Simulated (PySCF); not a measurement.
# C₃H₁₃N₃Si₂: magnetic properties

Aim: compute the magnetic properties of C₃H₁₃N₃Si₂ (`C=CN(C)[Si@H](N)[SiH2]N`).

Computed with PySCF 2.14.0 and routines of our own; the level stands in each step. Atoms count from 0.

## 1. The system as given

21 atoms, charge 0, multiplicity 1; geometry from: GFN2-xTB.

## 2. Magnetic properties: GIAO KT3/pcSseg-1

The job: settings as JSON, then the geometry in Å.

```
{"job": {"kind": "mag", "xc": "KT3", "basis": "pcSseg-1", "isotopologues": 2}, "charge": 0, "multiplicity": 1}
C     -2.255933     1.904942     0.172682
C     -1.172908     1.133344     0.176935
N     -1.031515    -0.118923    -0.370622
C     -2.177342    -0.655094    -1.057516
Si     0.442429    -1.019948    -0.142253
N      0.441507    -1.581122     1.495186
Si     2.325967     0.246325    -0.465646
N      3.182639     0.261192     1.035801
H     -3.190023     1.617358    -0.273915
H     -2.228464     2.874415     0.635775
H     -0.269985     1.485139     0.658951
H     -1.921755    -1.617077    -1.493078
H     -3.017812    -0.794955    -0.370466
H     -2.496220     0.019431    -1.857138
H      0.279306    -2.105844    -1.132023
H      1.294932    -1.952263     1.879615
H     -0.352591    -2.085275     1.860573
H      2.068746     1.595686    -1.011642
H      3.299136    -0.367696    -1.378804
H      2.675860     0.489667     1.876316
H      4.095104     0.687640     1.070201
```

Method: GIAO KT3/pcSseg-1 magnetisability, rotational g tensor and spin-rotation constants, non-relativistic, gas phase.

Launch:

```sh
$ OMP_NUM_THREADS=1 python excited_run.py task.json out
```

This one command runs all jobs of the session in turn.

Log:

```text
coarse grid: 17752 points
cycle   1  E = -874.1752700661  dE =  7.206e-01  |g| = 8.478e-01  |ddm| = 4.143e+00
cycle   2  E = -873.7891622042  dE =  3.861e-01  |g| = 1.490e+00  |ddm| = 2.949e+00
cycle   3  E = -874.3399908701  dE = -5.508e-01  |g| = 1.670e-01  |ddm| = 2.358e+00
cycle   4  E = -874.3474240324  dE = -7.433e-03  |g| = 6.983e-02  |ddm| = 3.080e-01
cycle   5  E = -874.3483992797  dE = -9.752e-04  |g| = 3.438e-02  |ddm| = 9.762e-02
cycle   6  E = -874.3486433449  dE = -2.441e-04  |g| = 1.266e-02  |ddm| = 3.881e-02
cycle   7  E = -874.3486839262  dE = -4.058e-05  |g| = 3.178e-03  |ddm| = 1.506e-02
cycle   8  E = -874.3486867782  dE = -2.852e-06  |g| = 8.646e-04  |ddm| = 4.515e-03
final grid: 160288 points
cycle   9  E = -874.3532320976  dE = -2.914e-04  |g| = 1.586e-02  |ddm| = 5.587e-02
cycle  10  E = -874.3532044828  dE =  2.761e-05  |g| = 1.619e-02  |ddm| = 2.388e-02
cycle  11  E = -874.3532484684  dE = -4.399e-05  |g| = 6.245e-03  |ddm| = 2.080e-02
cycle  12  E = -874.3532565770  dE = -8.109e-06  |g| = 1.430e-03  |ddm| = 6.656e-03
cycle  13  E = -874.3532571596  dE = -5.827e-07  |g| = 3.405e-04  |ddm| = 1.820e-03
cycle  14  E = -874.3532571881  dE = -2.843e-08  |g| = 1.014e-04  |ddm| = 4.198e-04
cycle  15  E = -874.3532571905  dE = -2.417e-09  |g| = 2.789e-05  |ddm| = 1.236e-04
cycle  16  E = -874.3532571907  dE = -2.153e-10  |g| = 6.583e-06  |ddm| = 4.115e-05
converged SCF energy = -874.3532571907

Magnetisability tensor (1e-30 J/T^2)
    -1460.21       -3.18      -30.51
       -3.18    -1414.68       85.43
      -30.51       85.43    -1638.23
isotropic -1504.37   principal values   -1670.84  -1458.72  -1383.56
isotropic susceptibility -90.596 1e-6 cm^3/mol

Inertial axes            a          b          c
rot. const./GHz      2.1006     0.8313     0.7399
chi total           -88.730    -86.007    -97.049
chi diamagnetic    -735.914  -1612.766  -1794.506
chi paramagnetic    647.184   1526.759   1697.456
quadrupole/D A        1.742      0.551     -2.292
g nuclear            0.6130     0.5853     0.5847
g electronic        -0.6387    -0.5962    -0.5900
g total             -0.0256    -0.0109    -0.0053

Spin-rotation constants (kHz, H = +C I.J)
atom  isotope        aa         bb         cc
  2    14N        0.211      0.052      0.033
  5    14N        0.055      0.036      0.033
  7    14N        0.038      0.025      0.023
  8     1H        0.067     -0.067     -0.073
  9     1H       -0.213      0.024     -0.052
 10     1H        0.083     -0.050     -0.057
 11     1H       -0.186     -0.003     -0.051
 12     1H       -0.080     -0.075     -0.026
 13     1H       -0.147     -0.037     -0.037
 14     1H       -0.160     -0.007     -0.018
 15     1H       -0.040     -0.094     -0.076
 16     1H       -0.150     -0.060     -0.066
 17     1H       -0.146      0.030     -0.061
 18     1H       -0.051     -0.067     -0.015
 19     1H       -0.230     -0.107     -0.005
 20     1H       -0.058     -0.077     -0.092
  0    13C*       0.525      0.234      0.129
  1    13C*       0.786      0.291      0.182
  3    13C*       0.336      0.153      0.128
  4   29Si*      -1.211     -0.486     -0.460
  6   29Si*      -1.156     -0.466     -0.387
* in the singly substituted isotopologue

Isotopologues: g along a, b, c
2H    at 8,9,10,11,12,1    -0.0211    -0.0095    -0.0045
13C   at 0                 -0.0252    -0.0109    -0.0052
```

Run time: 53 s. Hardware: 1 thread of Arm Neoverse V2, shared host; peak memory 0.93 GiB.

Key values:

| quantity | value |
| --- | --- |
| magnetisability | -1504·10⁻³⁰ J/T² |
| molar susceptibility | -90.6·10⁻⁶ cm³/mol |
| rotational g (a, b, c) | -0.0256, -0.0109, -0.0053 |

## 3. Magnetic properties: GIAO CAM-B3LYP/ANO-RCC-VDZP in water

Settings changed since step 2:

```diff
@@ -1,2 +1,2 @@
-{"job": {"kind": "mag", "xc": "KT3", "basis": "pcSseg-1", "isotopologues": 2}, "charge": 0, "multiplicity": 1}
+{"job": {"kind": "mag", "xc": "CAM-B3LYP", "basis": "ANO-RCC-VDZP", "solvent": "water"}, "charge": 0, "multiplicity": 1}
 C     -2.255933     1.904942     0.172682
```

With the program's defaults for keys left out, this is: GIAO CAM-B3LYP/ANO-RCC-VDZP magnetisability, non-relativistic, IEF-PCM water.

Log:

```text
coarse grid: 17752 points
cycle   1  E = -865.0590486139  dE =  9.699e-01  |g| = 6.221e-01  |ddm| = 6.117e+00
cycle   2  E = -865.0582780718  dE =  7.705e-04  |g| = 6.529e-01  |ddm| = 1.117e+00
cycle   3  E = -865.1503348874  dE = -9.206e-02  |g| = 5.352e-02  |ddm| = 5.421e-01
cycle   4  E = -865.1509258976  dE = -5.910e-04  |g| = 2.648e-02  |ddm| = 7.556e-02
cycle   5  E = -865.1510966127  dE = -1.707e-04  |g| = 5.546e-03  |ddm| = 2.896e-02
cycle   6  E = -865.1511033309  dE = -6.718e-06  |g| = 2.341e-03  |ddm| = 7.179e-03
final grid: 160288 points
cycle   7  E = -865.1510197863  dE = -2.952e-05  |g| = 5.588e-03  |ddm| = 3.009e-02
cycle   8  E = -865.1510179193  dE =  1.867e-06  |g| = 6.603e-03  |ddm| = 1.059e-02
cycle   9  E = -865.1510269419  dE = -9.023e-06  |g| = 5.211e-04  |ddm| = 5.542e-03
cycle  10  E = -865.1510269988  dE = -5.681e-08  |g| = 2.250e-04  |ddm| = 6.203e-04
cycle  11  E = -865.1510270103  dE = -1.157e-08  |g| = 6.804e-05  |ddm| = 2.644e-04
cycle  12  E = -865.1510270116  dE = -1.224e-09  |g| = 1.738e-05  |ddm| = 8.760e-05
cycle  13  E = -865.1510270117  dE = -9.800e-11  |g| = 5.704e-06  |ddm| = 3.048e-05
converged SCF energy = -865.1510270117

Magnetisability tensor (1e-30 J/T^2)
    -1454.66        1.73      -21.66
        1.73    -1428.25       94.18
      -21.66       94.18    -1658.09
isotropic -1513.67   principal values   -1693.59  -1453.36  -1394.05
isotropic susceptibility -91.155 1e-6 cm^3/mol

Inertial axes            a          b          c
rot. const./GHz      2.1006     0.8313     0.7399
chi total           -88.382    -86.812    -98.272
chi diamagnetic    -735.844  -1613.278  -1794.494
chi paramagnetic    647.462   1526.466   1696.222
quadrupole/D A        1.379      1.177     -2.556
```

It took 1.9 min on 1 thread of Arm Neoverse V2, shared host; peak memory 1.1 GiB.

From this job:

| quantity | value |
| --- | --- |
| magnetisability | -1514·10⁻³⁰ J/T² |
| molar susceptibility | -91.2·10⁻⁶ cm³/mol |

## 4. Outcome

```
                                          quantity                      value
       magnetisability (step 2, GIAO KT3/pcSseg-1)           -1504·10⁻³⁰ J/T²
  molar susceptibility (step 2, GIAO KT3/pcSseg-1)         -90.6·10⁻⁶ cm³/mol
rotational g (a, b, c) (step 2, GIAO KT3/pcSseg-1)  -0.0256, -0.0109, -0.0053
```

In words: The values above hold for this geometry and these levels alone. Vibrational averaging and real surroundings are missing from these values.
